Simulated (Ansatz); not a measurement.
Consider a ranking of polymorphs by energy of 2 structures of TiSe (Ansatz's Python interface).

`tise_polymorphs.py`
```python
"""Relative energies of TiSe phases, after relaxing cells and atoms."""

import warnings

import ansatz as az
import numpy as np
import spglib

PHASES = {
    "P4/nmm": (
        [[4.178357, 0.0, 0.0], [0.0, 4.178357, 0.0], [0.0, 0.0, 5.984423]],
        [
            ("Ti", [0.5, 0.5, 0.0]),
            ("Ti", [0.0, 0.0, 0.0]),
            ("Se", [0.5, 0.0, 0.239444]),
            ("Se", [0.0, 0.5, 0.760556]),
        ],
    ),
    "P6_3/mmc": (
        [[3.559, 0.0, 0.0], [-1.7795, 3.082184, 0.0], [0.0, 0.0, 6.22]],
        [
            ("Ti", [0.0, 0.0, 0.0]),
            ("Ti", [0.0, 0.0, 0.5]),
            ("Se", [1 / 3, 2 / 3, 0.25]),
            ("Se", [2 / 3, 1 / 3, 0.75]),
        ],
    ),
}


def build(vectors, sites):
    crystal = az.Crystal(lattice=az.Lattice.of(vectors))
    for symbol, position in sites:
        crystal = crystal.atom(symbol, position)
    return crystal


def solve(name, crystal):
    calc = (
        crystal.calculation()
        .functional("r2scan")
        .basis(620)
        .kpoints(spacing=0.3)
        .occupations("fermi_dirac", width=0.05)
        .stress()
        .band_table()
    )
    calc = calc.relax(force_tolerance=0.02, cell=True)
    return calc.run(threads=1)


def space_group(outcome):
    sites = outcome.report["lattice"]["sites"]
    kinds = sorted({site["symbol"] for site in sites})
    cell = (outcome.lattice.cell_ang, [site["position_frac"] for site in sites], [kinds.index(site["symbol"]) for site in sites])
    return spglib.get_spacegroup(cell, symprec=0.01)


def pressure_gpa(outcome):
    return float(np.trace(outcome.report["stress_gpa"]) / 3)


def main() -> None:
    warnings.simplefilter("ignore", az.DeckWarning)

    phases = {name: build(*cell) for name, cell in PHASES.items()}

    done = {}
    for name, crystal in phases.items():
        try:
            done[name] = solve(name, crystal)
        except az.NonConvergedError as error:
            print(name, "did not converge:", str(error)[:120])

    energy = {name: o.report["energy_sigma0_ev"] / len(o.lattice.sites) for name, o in done.items()}
    lowest = min(energy.values())
    rows = [(name, len(o.lattice.sites), 1000 * (energy[name] - lowest), space_group(o), pressure_gpa(o)) for name, o in done.items()]
    rows.sort(key=lambda row: row[2])
    print("     phase       atoms  dE (meV/atom)  space group     P (GPa)")
    for row in rows:
        print(f"{str(row[0]):>10}  {row[1]:10d}  {row[2]:13.1f}  {str(row[3]):>11}  {row[4]:10.2f}")


if __name__ == "__main__":
    main()
```

Which of these structures comes out lowest, and how far apart are they?

By space group at the end of each run: P6_3/mmc (+0 meV an atom, 17.2 Å³) and P4/nmm (+260 meV an atom, 24.6 Å³).

What the script printed:

```console
$ python tise_polymorphs.py
     phase       atoms  dE (meV/atom)  space group     P (GPa)
  P6_3/mmc           4            0.0  P6_3/mmc (194)       -0.01
    P4/nmm           4          259.9  P4/nmm (129)       -0.01
```

Notes:
- Spin is left out of this run.
- For the metals among these phases the mesh is modest: differences between phases can be off by up to 40 meV an atom.
- Pressure is positive in compression.
- The cells come from databases of deposited and of computed structures, and not all need be stable phases.
- The ranking holds among these structures alone, at zero temperature; the ground state may be another structure. Differences under about 40 meV an atom lie within the error of mesh and functional.
- Finished in 3.6 min on 1 thread of Arm Neoverse V2, on a shared host, peak memory 0.83 GiB.

(Lines on the test bed's own set-up are left out of the output.)
